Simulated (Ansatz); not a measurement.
# C3H7NSi: up Jacob's ladder to CCSD(T)

An exercise on one series of results from a longer session: the logs are not shown, and one member is left open.

Program: Ansatz 0.2.0, Gaussian basis. Level of theory: functionals in def2-TZVPP, the program's frozen cores in correlated methods. These are calculated values, not measurements.

Plan: LDA (SPW92), PBE-D4, revPBE-D4, BLYP-D4, r2SCAN-D4, B97M-V, PBE0-D4, B3LYP-D4, r2SCANh-D4, r2SCAN0-D4, HSE06-D4, BHLYP-D4, CAM-B3LYP-D4, LC-ωPBE, ωB97X-V, ωB97M-V, B2PLYP, PBE-QIDH; CCSD(T)/def2-SVP; CCSD(T)/def2-TZVPP; MP2/def2-QZVPP; extrapolation to the limit; RPA on PBE.

## The geometry

The geometry comes from an earlier relaxation with PBE0-D4 in a triple-zeta def2 set; it is a stationary point, not always the lowest conformer.

SMILES `C=C=C(N)[SiH3]`, 12 atoms, charge 0, spin multiplicity 1.

Atoms are counted from 1 here; the program's logs count them from 0.

Bond lengths: C1–C2 1.303 Å, C1–H6 1.087 Å, C1–H7 1.087 Å, C2–C3 1.309 Å, C3–N4 1.405 Å, C3–Si5 1.872 Å, N4–H8 1.009 Å, N4–H9 1.010 Å, Si5–H10 1.491 Å, Si5–H11 1.487 Å, Si5–H12 1.481 Å. Angles: C2–C1–H6 121.6°, C2–C1–H7 121.6°, H6–C1–H7 116.8°, C1–C2–C3 177.3°, C2–C3–N4 125.0°, C2–C3–Si5 116.8°, N4–C3–Si5 117.9°, C3–N4–H8 113.6°, C3–N4–H9 113.8°, H8–N4–H9 110.7°, C3–Si5–H10 108.8°, C3–Si5–H11 110.8°, C3–Si5–H12 109.3°, H10–Si5–H11 107.6°, H10–Si5–H12 110.0°, H11–Si5–H12 110.4°.

Set-up of the first run:

The input, in.yaml:

```yaml
crystal:
  periodic: [false, false, false]
  atoms:
    - {symbol: C, position_ang: [-1.136774, 2.034079, -0.145762]}
    - {symbol: C, position_ang: [-0.660175, 0.837932, 0.050942]}
    - {symbol: C, position_ang: [-0.155128, -0.361439, 0.191655]}
    - {symbol: N, position_ang: [-0.816243, -1.450111, 0.783917]}
    - {symbol: Si, position_ang: [1.508177, -0.675440, -0.608245]}
    - {symbol: H, position_ang: [-0.949989, 2.844212, 0.554513]}
    - {symbol: H, position_ang: [-1.743849, 2.268855, -1.016716]}
    - {symbol: H, position_ang: [-0.206847, -2.047060, 1.323356]}
    - {symbol: H, position_ang: [-1.629353, -1.188374, 1.323148]}
    - {symbol: H, position_ang: [2.392751, -1.363481, 0.375873]}
    - {symbol: H, position_ang: [1.366000, -1.570962, -1.786673]}
    - {symbol: H, position_ang: [2.108431, 0.616690, -1.011907]}
basis:
  gaussian: {orbitals: def2-TZVPP}
hamiltonian: {xc: lda}
output: {orbitals: {seedname: orbitals}}
```

Run with:

```bash
$ ansatz run in.yaml --threads 4 --pin off --events-out ev --progress --plain --max-ram 10444MiB
```

Steps of the session up to this table: LDA; PBE-D4 (GGA); revPBE-D4 (GGA); BLYP-D4 (GGA); r2SCAN-D4 (meta-GGA); B97M-V (meta-GGA); PBE0-D4 (hybrid); B3LYP-D4 (hybrid); r2SCANh-D4 (hybrid); r2SCAN0-D4 (hybrid); HSE06-D4 (hybrid); BHLYP-D4 (hybrid); CAM-B3LYP-D4 (range-separated); LC-ωPBE (range-separated); ωB97X-V (range-separated); ωB97M-V (range-separated); B2PLYP (double hybrid); PBE-QIDH (double hybrid).

One of the session's tables, all rows but one given; the rest of the session is left out.

It belongs to the step «Frontier levels by functional». 

| functional | HOMO (eV) | gap (eV) |
| --- | --- | --- |
| LDA (SPW92) | -5.21 | 3.89 |
| PBE-D4 | -5.08 | 3.98 |
| revPBE-D4 | -5.03 | 4.02 |
| BLYP-D4 | -4.95 | 3.98 |
| r2SCAN-D4 | -5.28 | 4.45 |
| B97M-V | -5.39 | 4.50 |
| PBE0-D4 | -6.24 | 6.08 |
| B3LYP-D4 | -6.04 | 5.65 |
| r2SCANh-D4 | ? | ? |
| r2SCAN0-D4 | -6.38 | 6.39 |
| HSE06-D4 | -5.85 | 5.31 |
| BHLYP-D4 | -7.30 | 8.09 |
| CAM-B3LYP-D4 | -7.54 | 8.42 |
| LC-ωPBE | -8.86 | 10.92 |
| ωB97X-V | -8.52 | 10.44 |
| ωB97M-V | -8.43 | 10.10 |

**Question.** Estimate the row for r2SCANh-D4.

Worked estimate for «HOMO (eV)». Against the share of exact exchange, r2SCAN-D4 (0, -5.28), r2SCAN0-D4 (0.25, -6.38) give a slope of -4.40 per unit share; at 0.1 the line stands at -5.72.

The run gave: HOMO (eV): -5.72; gap (eV): 5.23. In «HOMO (eV)» the line misses by 0.00.
